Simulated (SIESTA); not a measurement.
The system is Cu3Ni.

```
CELL_PARAMETERS angstrom
1.31616 -2.06036 0.00000
1.31616 2.06036 0.00000
0.00000 0.00000 8.24586
ATOMIC_POSITIONS crystal
Cu 0.50000 0.50000 0.24669
Cu 0.00000 0.00000 0.50000
Cu 0.50000 0.50000 0.75331
Ni 0.00000 0.00000 0.00000
```

The cell comes from a database or a generator and needn't be the stable form of this composition.

```yaml
Program: SIESTA 5.4.2
Task: single point
Functional: PBEsol
Potentials_or_basis: PseudoDojo 0.4 standard (PBEsol files)
Basis: DZP (energy shift 0.003 Ry; two zetas on semicore shells)
Grid_cutoff: 800 Ry
Energy_shift: 0.003 Ry
k_mesh: 12 × 12 × 4
Occupations: fermi-dirac, width 0.05 eV
Spin: collinear spin, ferromagnetic start
Starting_moments: "[0.6, 0.6, 0.6, 1.0] μB"
```

On this cell: pressure -2.6 GPa; largest force 0.008 eV/Å; net moment 0.00 μB per cell; band gap on the k mesh none (metal or under the smearing width).

The same run follows on a disturbed copy (atoms moved at random, drawn with an rms of 0.05 Å):

```xyz
4
Lattice="1.3162 -2.0604 0.0000 1.3162 2.0604 0.0000 0.0000 0.0000 8.2459" Properties=species:S:1:pos:R:3 pbc="T T T"
Cu    1.3027    0.0096    1.9765
Cu   -0.0457   -0.0221    4.1505
Cu    1.3356   -0.0075    6.2288
Ni   -0.0040    0.0438    0.0349
```

Question: What does the disturbed cell give?

Answer: The energy (extrapolated to zero smearing) moves by +11.7 meV/atom; pressure -1.7 GPa; largest force 0.935 eV/Å; net moment 0.00 μB per cell; band gap on the k mesh none (metal or under the smearing width).

Forces on the atoms (eV/Å):
```
Cu  -0.004 -0.012  0.935
Cu   0.149 -0.010 -0.348
Cu  -0.148 -0.008  0.070
Ni   0.002  0.032 -0.657
```

Stress tensor (GPa, compression positive):
```
-0.47 -0.01  0.04
-0.01 -3.54 -0.03
 0.04 -0.03 -1.03
```

Caveats: short orbitals over semicore shells can move pressures by several GPa; the basis of atomic orbitals isn't converged, which shifts pressures, moduli and gaps.
